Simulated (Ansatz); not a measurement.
# CuMoF6 (P-1): one cell under locks on the spin (series 2), part 2 of 3

Aim: hold or release the moments of CuMoF6 (P-1) in several ways at one fixed cell, and compare the energies. Cell and atoms stay fixed.

Ansatz 0.2.0; DFT PBEsol+U (U_eff = 6 eV on Mo d), plane waves, PAW. Earlier steps stand in the parts before.

**5. Ferromagnetic start, free, default search**

input.yaml

```yaml
crystal:
  lattice:
    - [4.91990023, 0.0, 0.0]
    - [2.41900324, 4.41491178, 0.0]
    - [0.0856375, 2.74919871, 4.69120435]
  atoms:
    - { symbol: Cu, position: [0.0, 0.0, 0.0] }
    - { symbol: Mo, position: [0.5, 0.0, 0.5], spin: 1.0 }
    - { symbol: F, position: [0.75672296, 0.85074599, 0.24971316] }
    - { symbol: F, position: [0.24327704, 0.14925401, 0.75028684] }
    - { symbol: F, position: [0.5807794, 0.53806053, 0.73544863] }
    - { symbol: F, position: [0.4192206, 0.46193947, 0.26455137] }
    - { symbol: F, position: [0.12025522, 0.12914197, 0.26092788] }
    - { symbol: F, position: [0.87974478, 0.87085803, 0.73907212] }
basis:
  ecutwfc: 420
  ecutrho_ratio: 4
kpoints:
  mp_grid: { grid: [5, 5, 4] }
hamiltonian:
  xc: pbesol
  hubbard: { sites: [{ site: 1, l: d, u_eff: 6.0 }] }
scf:
  occupations: { method: gaussian, width: 0.05 }
output:
  forces: true
  stress: true
  eigenvalues: true
  populations: true
  hubbard: { sites: [{ site: 1, l: d }] }
magnetization:
  spin_polarized: true
```

Command:

```bash
> ansatz run input.yaml --threads 4 --pin off --max-ram 6144MiB --backend cpu --events-out ev --progress --plain --runs-dir out
```

The program printed:

```text
Warning: RAYON_NUM_THREADS=4 ignored (pool sized by the plan → 4); use --threads N
Cu: projections on atomic orbitals take those of the free atom [Ne] 3s2 3p6 3d10 4s1, of charge +0.00 (hamiltonian.pseudopotentials.projection_atoms); the dataset's partial waves leave at most 2.0e-6 of an orbital's norm unspanned inside its sphere
Mo: projections on atomic orbitals take those of the free atom [Ar 3d10] 4s2 4p6 4d5 5s1, of charge +0.00 (hamiltonian.pseudopotentials.projection_atoms); the dataset's partial waves leave at most 6.0e-6 of an orbital's norm unspanned inside its sphere
F: projections on atomic orbitals take those of the free atom [He] 2s2 2p5, of charge +0.00 (hamiltonian.pseudopotentials.projection_atoms); the dataset's partial waves leave at most 1.6e-8 of an orbital's norm unspanned inside its sphere
Engine: ansatz 0.2.0, aarch64-unknown-linux-gnu
Pseudopotentials: kind: paw
Pseudopotential: Cu, paw, valence charge 19, recommended cutoff 420 eV (normal), Cu.paw.azcp
Pseudopotential: Mo, paw, valence charge 14, recommended cutoff 420 eV (normal), Mo.paw.azcp
Pseudopotential: F, paw, valence charge 7, recommended cutoff 420 eV (normal), F.paw.azcp
Functional definition: PBEsol
  exchange = pbesol_x
  correlation = pbesol_c
Crystal: 8 atoms, lattice volume = 101.897 Å³
Basis set: ecut = 420 eV, 1995 PW (Γ), exchange–correlation on 72×72×80 points (8 copies of the dense FFT grid, shifted against one another)
Bands: 46, of which v1, the nominal top of the filled ones, is band 38 counted from 1 (37 counted from 0)
Symmetry: 2 space group operations
Space group: P-1 (ITA 2), of the structure as read, at distance tolerance 4.7e-5 Å
Magnetic group: BNS 2.4 (UNI 4), of the structure as read, at distance tolerance 4.7e-5 Å
k-points: 51 of 100
Non-local potential: Cu, projectors of the file, l = 0: 3, l = 1: 2, l = 2: 3, l = 3: 1
Non-local potential: Mo, projectors of the file, l = 0: 3, l = 1: 2, l = 2: 2, l = 3: 1
Non-local potential: F, projectors of the file, l = 0: 2, l = 1: 2, l = 2: 1
PAW form: soft (Blöchl's): semilocal exchange-correlation on the pseudo side does not see the compensation charge
PAW frozen core: Cu, regenerated for the run's functional, and the local potential with it (the file was generated under x = pbe(κ = 0.804, μ = 0.2195149727645171), c = pbe(β = 0.06672455060314922))
PAW frozen core: Mo, regenerated for the run's functional, and the local potential with it (the file was generated under x = pbe(κ = 0.804, μ = 0.2195149727645171), c = pbe(β = 0.06672455060314922))
PAW frozen core: F, regenerated for the run's functional, and the local potential with it (the file was generated under x = pbe(κ = 0.804, μ = 0.2195149727645171), c = pbe(β = 0.06672455060314922))
PAW one-centre angular grid: Cu, 590 points (default); XC on 64 Gauss nodes
PAW one-centre angular grid: Mo, 590 points (default); XC on 64 Gauss nodes
PAW one-centre angular grid: F, 110 points (default); XC on 64 Gauss nodes
Initial density: superposition of atomic densities (chi_scale 0.1, normalization cell, long waves kept (reshape's long-wave potential 0.05 eV rms))
Starting moments: Σ|m| = 1 μB on 1 of 8 sites
Initial wavefunctions: pseudopotential atomic-orbital guess
Functional: x = pbesol(κ = 0.804, μ = 0.12345679012345678), c = pbesol(β = 0.046)
SCF iter   1: F=—  HF=-16291.568138 eV  |F-HF|=—  |Δ(HF+E_count)|=         —  Δρ=9.35e-2 (↑9.35e-2 ↓9.09e-2)  dr2=2.98e1  dr2_m=1.82e-1  M=1.000 μB ∫|m|=1.369 μB  β_m=0.30  ethr=3.10e-3  ⟨swp⟩=6.1  Hψ=18036  notcnv=0  defer=2
preconditioner: auto → Kerker (q_TF=auto, 2.592 Å⁻¹)  [metal: Δε(μ)=0.005 eV  Ē_g=14.628 eV  σ=0.050 eV  W_gap=0.06  n_scr=26 (ndim 8)  ℏωp=28.3 eV  f_vac=0.114  D(μ)=4.77/eV (n_scr^D=46)]
spin=Collinear: Kerker preconditioning applied to the charge; magnetization (m = ρ↑ − ρ↓) channel mixes plain (no charge-response kernel on spin).
SCF iter   2: F=—  HF=-16285.721597 eV  |F-HF|=—  |Δ(HF+E_count)|=    5.85e0  Δρ=5.08e-2 (↑5.08e-2 ↓4.73e-2)  dr2=1.27e1  dr2_m=1.55e-1  M=1.000 μB ∫|m|=1.383 μB  β_m=0.30  ethr=3.10e-3  ⟨swp⟩=3.0  Hψ=10826  notcnv=0  defer=278
preconditioner: auto → Resta (q_TF=auto, 2.592 Å⁻¹)  ε∞=5.0  [insulator: Δε(μ)=0.399 eV  Ē_g=14.169 eV  σ=0.050 eV  W_gap=1.00  n_scr=26 (ndim 8)  ℏωp=28.3 eV  f_vac=0.117  D(μ)=0.00/eV (n_scr^D=0)  ε∞_Penn≈5.0]
spin=Collinear: Resta preconditioning applied to the charge; magnetization (m = ρ↑ − ρ↓) channel mixes plain (no charge-response kernel on spin).
SCF iter   3: F=—  HF=-16283.290769 eV  |F-HF|=—  |Δ(HF+E_count)|=    2.43e0  Δρ=9.58e-2 (↑9.58e-2 ↓6.28e-2)  dr2=1.55e1  dr2_m=6.27e-1  M=2.035 μB ∫|m|=2.520 μB  β_m=1.00  ethr=3.10e-3  ⟨swp⟩=3.0  Hψ=10177  notcnv=0  defer=333
SCF iter   4: F=—  HF=-16284.159860 eV  |F-HF|=—  |Δ(HF+E_count)|=   8.69e-1  Δρ=5.45e-2 (↑5.45e-2 ↓2.82e-2)  dr2=8.14e0  dr2_m=4.57e-1  M=1.000 μB ∫|m|=1.658 μB  β_m=0.30  ethr=3.10e-3  ⟨swp⟩=2.2  Hψ=9932  notcnv=0  defer=290
SCF iter   5: F=—  HF=-16283.125509 eV  |F-HF|=—  |Δ(HF+E_count)|=    1.03e0  Δρ=5.12e-2 (↑5.12e-2 ↓1.19e-2)  dr2=1.70e0  dr2_m=7.77e-1  M=1.068 μB ∫|m|=2.743 μB  β_m=1.00  ethr=3.10e-3  ⟨swp⟩=2.1  Hψ=6592  notcnv=0  defer=331
SCF iter   6: F=—  HF=-16283.217653 eV  |F-HF|=—  |Δ(HF+E_count)|=   9.21e-2  Δρ=1.51e-2 (↑1.51e-2 ↓1.04e-2)  dr2=4.19e-1  dr2_m=1.70e-2  M=1.000 μB ∫|m|=2.768 μB  β_m=0.30  ethr=2.27e-3  ⟨swp⟩=2.0  Hψ=6022  notcnv=0  defer=299
SCF iter   7: F=—  HF=-16283.445165 eV  |F-HF|=—  |Δ(HF+E_count)|=   2.28e-1  Δρ=7.41e-3 (↑7.41e-3 ↓4.44e-3)  dr2=8.58e-2  dr2_m=1.13e-2  M=1.000 μB ∫|m|=2.753 μB  β_m=0.30  ethr=5.59e-4  ⟨swp⟩=2.0  Hψ=6064  notcnv=0  defer=306
Mixer restart at iter 7: flushing history
spin-set hold released at iteration 7 (site moments contracting): the magnetisation degrees of freedom join the quasi-Newton model from the next iteration; the mixer history was flushed
SCF iter   8: F=—  HF=-16283.597990 eV  |F-HF|=—  |Δ(HF+E_count)|=   1.53e-1  Δρ=5.96e-3 (↑5.96e-3 ↓2.21e-3)  dr2=2.22e-2  dr2_m=1.06e-2  M=1.000 μB ∫|m|=2.742 μB  β_m=0.65  ethr=1.14e-4  ⟨swp⟩=2.0  Hψ=6591  notcnv=0  defer=306
SCF iter   9: F=—  HF=-16283.924297 eV  |F-HF|=—  |Δ(HF+E_count)|=   3.26e-1  Δρ=2.27e-2 (↑2.27e-2 ↓4.70e-3)  dr2=5.63e-1  dr2_m=8.20e-2  M=1.000 μB ∫|m|=2.965 μB  β_m=0.22  ethr=2.96e-5  ⟨swp⟩=2.6  Hψ=9994  notcnv=0  defer=299  recentre
[... 18 lines left out ...]
SCF 1 converged in 27 iterations: F = -16283.847369 eV  dr2 = 3.17e-8
Initial density: read from a saved state, or passed on in memory by an earlier SCF of this step, an earlier step, the calling program or the single point that the run made first
Starting moments: Σ|m| = 1 μB on 1 of 8 sites; this step starts from the density that it was given
[... 1 line left out ...]
preconditioner: auto → Resta (q_TF=auto, 2.592 Å⁻¹)  ε∞=5.0  [insulator: Δε(μ)=0.075 eV  Ē_g=14.176 eV  σ=0.050 eV  W_gap=0.71  n_scr=26 (ndim 8)  ℏωp=28.3 eV  f_vac=0.180  D(μ)=1.43/eV (n_scr^D=8)  ε∞_Penn≈5.0]
spin=Collinear: Resta preconditioning applied to the charge; magnetization (m = ρ↑ − ρ↓) channel mixes plain (no charge-response kernel on spin).
[... 2 lines left out ...]
SCF iter   4: F=—  HF=-16283.847312 eV  |F-HF|=—  |Δ(HF+E_count)|=   5.88e-3  Δρ=2.07e-4 (↑2.07e-4 ↓7.70e-5)  dr2=4.93e-5  dr2_m=7.28e-6  M=1.000 μB ∫|m|=2.813 μB  ethr=1.33e-6  ⟨swp⟩=1.0  Hψ=11460  notcnv=0
SCF iter   5: F=—  HF=-16283.847368 eV  |F-HF|=—  |Δ(HF+E_count)|=   5.61e-5  Δρ=2.49e-5 (↑2.49e-5 ↓1.69e-5)  dr2=7.31e-7  dr2_m=1.26e-7  M=1.000 μB ∫|m|=2.816 μB  ethr=6.57e-8  ⟨swp⟩=1.0  Hψ=11861  notcnv=0
SCF iter   6: F=—  HF=-16283.847369 eV  |F-HF|=—  |Δ(HF+E_count)|=   1.17e-6  Δρ=4.92e-6 (↑4.92e-6 ↓4.19e-6)  dr2=4.11e-8  dr2_m=1.54e-9  M=1.000 μB ∫|m|=2.816 μB  ethr=1.33e-10  ⟨swp⟩=1.8  Hψ=14485  notcnv=0
SCF iter   7: F=-16283.847369 eV  HF=-16283.847369 eV  |F-HF|=9.71e-10  |Δ(HF+E_count)|=   9.46e-9  Δρ=9.61e-7 (↑9.61e-7 ↓7.39e-7)  dr2=1.52e-9  dr2_m=1.30e-10  M=1.000 μB ∫|m|=2.816 μB  ethr=5.48e-11  ⟨swp⟩=1.0  Hψ=12236  notcnv=0
SCF iter   8: F=-16283.847369 eV  HF=-16283.847369 eV  |F-HF|=9.79e-10  |Δ(HF+E_count)|=  1.09e-11  Δρ=9.60e-7 (↑9.60e-7 ↓7.47e-7)  dr2=1.54e-9  dr2_m=1.31e-10  M=1.000 μB ∫|m|=2.816 μB  ethr=2.03e-12  ⟨swp⟩=1.0  Hψ=16679  notcnv=0
SCF 2 converged in 8 iterations: F = -16283.847369 eV  dr2 = 1.54e-9
an SCF from another whole filling of 1 corrected shell (2 electrons), with the run's symmetry operations kept, reached no lower state that the run goes on to. This is no proof of a minimum. Whole fillings of corrected shells: 1 of 1 tried, 0 with no close
Initial wavefunctions: those read from a saved state, or passed on in memory by an earlier step or the calling program
iter 1 solved again at ethr=4.22e-11 eV; its pass at ethr=1.33e-6 eV (dr2=3.16e-8 eV) is discarded
SCF iter   1: F=—  HF=-16283.847369 eV  |F-HF|=—  |Δ(HF+E_count)|=         —  Δρ=4.86e-6 (↑4.86e-6 ↓2.63e-6)  dr2=3.16e-8  dr2_m=2.39e-9  M=1.000 μB ∫|m|=2.816 μB  ethr=4.22e-11  ⟨swp⟩=1.0  Hψ=20151  notcnv=0
preconditioner: auto → Resta (q_TF=auto, 2.592 Å⁻¹)  ε∞=5.0  [insulator: Δε(μ)=0.246 eV  Ē_g=14.127 eV  σ=0.050 eV  W_gap=1.00  n_scr=26 (ndim 8)  ℏωp=28.3 eV  f_vac=0.180  D(μ)=0.00/eV (n_scr^D=0)  ε∞_Penn≈5.0]
spin=Collinear: Resta preconditioning applied to the charge; magnetization (m = ρ↑ − ρ↓) channel mixes plain (no charge-response kernel on spin).
SCF iter   2: F=—  HF=-16283.847369 eV  |F-HF|=—  |Δ(HF+E_count)|=   3.51e-7  Δρ=4.81e-5 (↑4.81e-5 ↓3.02e-5)  dr2=3.91e-6  dr2_m=3.27e-7  M=1.000 μB ∫|m|=2.816 μB  ethr=1.33e-6  ⟨swp⟩=1.0  Hψ=13737  notcnv=0
SCF iter   3: F=—  HF=-16283.847369 eV  |F-HF|=—  |Δ(HF+E_count)|=   2.29e-7  Δρ=1.75e-5 (↑1.75e-5 ↓3.33e-6)  dr2=1.80e-7  dr2_m=6.07e-8  M=1.000 μB ∫|m|=2.816 μB  ethr=7.41e-9  ⟨swp⟩=1.0  Hψ=9792  notcnv=0
SCF iter   4: F=-16283.847369 eV  HF=-16283.847369 eV  |F-HF|=1.41e-9  |Δ(HF+E_count)|=   1.31e-7  Δρ=1.04e-6 (↑1.04e-6 ↓7.17e-7)  dr2=1.89e-9  dr2_m=9.44e-11  M=1.000 μB ∫|m|=2.816 μB  ethr=1.33e-10  ⟨swp⟩=1.0  Hψ=9792  notcnv=0
an SCF along what the orbitals of the run's state read of its open shells (or to have them read: on a GPU, or by another smearing), with the run's symmetry operations kept, reached no lower state that the run goes on to. This is no proof of a minimum
SCF converged after 27 iterations
Magnetization: 1.0000 μB (38.0000 up, 37.0000 down)
Absolute magnetization: 2.8159 μB (∫|ρ↑−ρ↓|, with the PAW one-centre terms)
Spin contamination: 0.8554 ħ² per cell (⟨S²⟩ above its minimum at these occupations)
Per-site moments (μB) at R_I (Å): [(-0.6637913936928087, 0.79710586516952), (1.0164644981478506, 0.7878427534331435), (-0.03846119408016249, 0.7971058651695205), (-0.03846119408016236, 0.79710586516952), (0.004870201453222703, 0.7878427534331438), (0.004870201453222747, 0.7878427534331435), (-0.037614631963494315, 0.7988476491146239), (-0.037614631963494405, 0.798847649114624)]
Free energy (F): -16283.847369 eV
Harris-Foulkes:  -16283.847369 eV  (|F-HF|=2.32e-8)
Internal energy: -16283.847366 eV  (E = F + TS)
E sigma→0 (E₀):  -16283.847367 eV
Entropy (-TS):   -0.000003 eV (-0.000 meV/atom)
Fermi energy:    5.328325 eV
--- Per-component energies (eV) ---
  E_band       = -1041.513227
  E_kinetic    = 1964.171358
  E_local      = -10734.606818  (includes V_loc(G=0)·N_el)
  E_nonlocal   = 983.734375
  E_hartree    = 4339.916271
  E_xc         = -734.904723
  E_vxc        = -941.224115  (∫ρ·V_xc dr)
  E_hubbard    = 4.429985  (on-site DFT+U / exact-exchange correction)
  E_vhub       = -2.351839  (the Hubbard potential's part of the band-sum identity)
  E_paw        = -5933.503767  (= ΣΔE_a)
  E_vpaw       = -991.075873  (= ΣTr[D̂ρ^β])
  E_aug_tail   = 0.012553  (compensation charges beyond the density's cutoff)
  E_ewald      = -6173.766757
  E_core_change = 0.670157  (= ΣΔE_core)
  E_smearing   = -0.000003  (= −TS)
  E_closure    = 0.000000  (closes the sum)
  Σ components = -16283.847369   (vs F -16283.847369, Δ=0.00e0)
--- Forces (eV/Å), atoms counted from 1 ---
  atom   1  Cu     0.00000000     0.00000000     0.00000000
  atom   2  Mo     0.00000000     0.00000000     0.00000000
  atom   3  F      0.37893521    -0.25658168    -0.40138573
  atom   4  F     -0.37893521     0.25658168     0.40138573
  atom   5  F     -0.05852543    -0.18832935     0.18375015
  atom   6  F      0.05852543     0.18832935    -0.18375015
  atom   7  F     -0.32547821    -0.12816716    -0.30281351
  atom   8  F      0.32547821     0.12816716     0.30281351
  max |Σ_I F_I| component: 0.00e0 eV/Å
--- Stress (GPa, compression-positive) ---
        1.190495      -0.478223       0.547598
       -0.478222       2.163060      -0.197771
        0.547598      -0.197761       1.490639
  P = ⅓ Tr σ = 1.6147 GPa (16.147 kbar)
--- Band table (eV; the first three rows and the last of 102) ---
  k-point 0 ↑: bands = ["-105.8723", "-63.7262", "-63.5168", "-63.0130", "-57.6416", "-31.9843", "-31.9535", "-31.5904", "-18.0929", "-17.5056", "-17.3469", "-17.3015", "-17.1068", "-16.7641", "-1.9509", "-1.7817", "-1.4291", "-1.2797", "-0.9007", "-0.3805", "-0.1822", "0.0699", "0.4096", "1.1201", "1.3639", "1.6879", "1.8406", "1.8656", "1.9891", "2.0503", "2.1079", "2.2646", "3.1489", "3.6149", "4.0354", "4.2315", "4.4258", "5.2091", "5.6773", "7.3488", "9.7171", "10.7756", "11.0538", "15.4538", "15.9051", "16.6297"]
  k-point 1 ↑: bands = ["-105.8723", "-63.7262", "-63.5168", "-63.0130", "-57.6417", "-31.9845", "-31.9538", "-31.5906", "-18.0122", "-17.5171", "-17.3844", "-17.2858", "-17.1359", "-16.7936", "-1.8109", "-1.7537", "-1.3123", "-1.1539", "-0.8207", "-0.2485", "-0.2284", "-0.0795", "0.3616", "1.1331", "1.1783", "1.4229", "1.4592", "1.6071", "1.9358", "2.0082", "2.0724", "2.1923", "3.5510", "3.9098", "4.1594", "4.3382", "4.5084", "5.1640", "5.5823", "7.3320", "10.3299", "10.6102", "10.9685", "14.0892", "16.3634", "16.7206"]
  k-point 2 ↑: bands = ["-105.8723", "-63.7262", "-63.5168", "-63.0130", "-57.6417", "-31.9846", "-31.9541", "-31.5907", "-17.9041", "-17.5230", "-17.4692", "-17.2696", "-17.1513", "-16.8225", "-1.7728", "-1.7087", "-1.1595", "-0.7501", "-0.6543", "-0.4404", "-0.2688", "0.0583", "0.3183", "0.5395", "0.9574", "0.9799", "1.4940", "1.5183", "1.9695", "2.0414", "2.0616", "2.0883", "3.8441", "4.2145", "4.3006", "4.3382", "4.6312", "5.1040", "5.4639", "7.3077", "10.3666", "10.7264", "11.7287", "12.6366", "16.3421", "16.8174"]
  k-point 50 ↓: bands = ["-106.7483", "-64.9658", "-64.4426", "-63.3921", "-56.4650", "-30.9124", "-30.8900", "-29.9515", "-17.8850", "-17.5487", "-17.4803", "-17.3154", "-17.2598", "-16.7623", "-1.8732", "-1.1992", "-0.7266", "-0.4247", "-0.1888", "-0.0340", "0.1518", "0.3584", "0.5292", "0.9011", "0.9883", "1.1648", "1.4295", "1.8129", "1.8411", "1.9655", "2.0410", "2.1849", "3.4796", "3.6958", "3.7863", "3.9894", "4.5894", "8.3994", "9.1456", "9.3081", "10.7803", "11.4817", "12.6414", "13.9968", "15.0510", "16.2013"]
Occupation matrices written to <dir>
--- Löwdin populations: 8 sites ---
  site symbol       q [e]    m [muB]
     0     Cu     17.7082    -0.6279
     1     Mo     12.0593     1.7482
     2      F      7.5017    -0.0450
     3      F      7.5017    -0.0450
     4      F      7.4798     0.0064
     5      F      7.4798     0.0064
     6      F      7.4722    -0.0431
     7      F      7.4722    -0.0431
  spilling = 0.004335 (of n_electrons = 75.000000)
--- Occupation matrices: 1 shell (run DFT+U table (all-electron-ortho-atomic); ε = 4.08e-3) ---
  Mo1 d_4D: site group Ci (-1)
  Mo1 d_4D up     Tr n = 2.7379  λ = 0.242 0.281 0.314 0.939 0.961  [z2 0.48 (T2g 1.00) Ag(1.00) | xz 0.37 (Eg 0.99) Ag(1.00) | yz 0.36 (Eg 1.00) Ag(1.00) | x2-y2 0.63 (T2g 1.00) Ag(1.00) | z2 0.49 (T2g 1.00) Ag(1.00)]
  Mo1 d_4D dn     Tr n = 0.9994  λ = 0.131 0.146 0.183 0.256 0.284  [xy 0.33 (T2g 1.00) Ag(1.00) | x2-y2 0.45 (T2g 1.00) Ag(1.00) | z2 0.48 (T2g 1.00) Ag(1.00) | xz 0.39 (Eg 1.00) Ag(1.00) | yz 0.37 (Eg 1.00) Ag(1.00)]
  Tr n, λ and their labels are of the run-group-symmetrised matrices; stabiliser: 2 of 4 elements of G0×{1,Θ} (closed), max defect 5.8e-16 at τ = 8.7e-4
```

Wall time 1.7 min (4 threads of Arm Neoverse V2, shared host); peak memory 1.6 GiB.

It ends with a gap on the mesh of 0.25 eV, pressure 1.6 GPa, moments in spheres Cu -0.66; Mo 1.02 μB, largest force component 0.40 eV/Å, 2 symmetry operations imposed.

How the shells are filled (orbitals counted by the eigenvalues of the occupation matrices):

```tsv
shell	channel	electrons	over 0.8	0.2 to 0.8	under 0.2
Mo 4d (atom 2)	up	2.74	2	3	0
Mo 4d (atom 2)	down	1.00	0	2	3
```

(Part 2 of 3 ends here.)
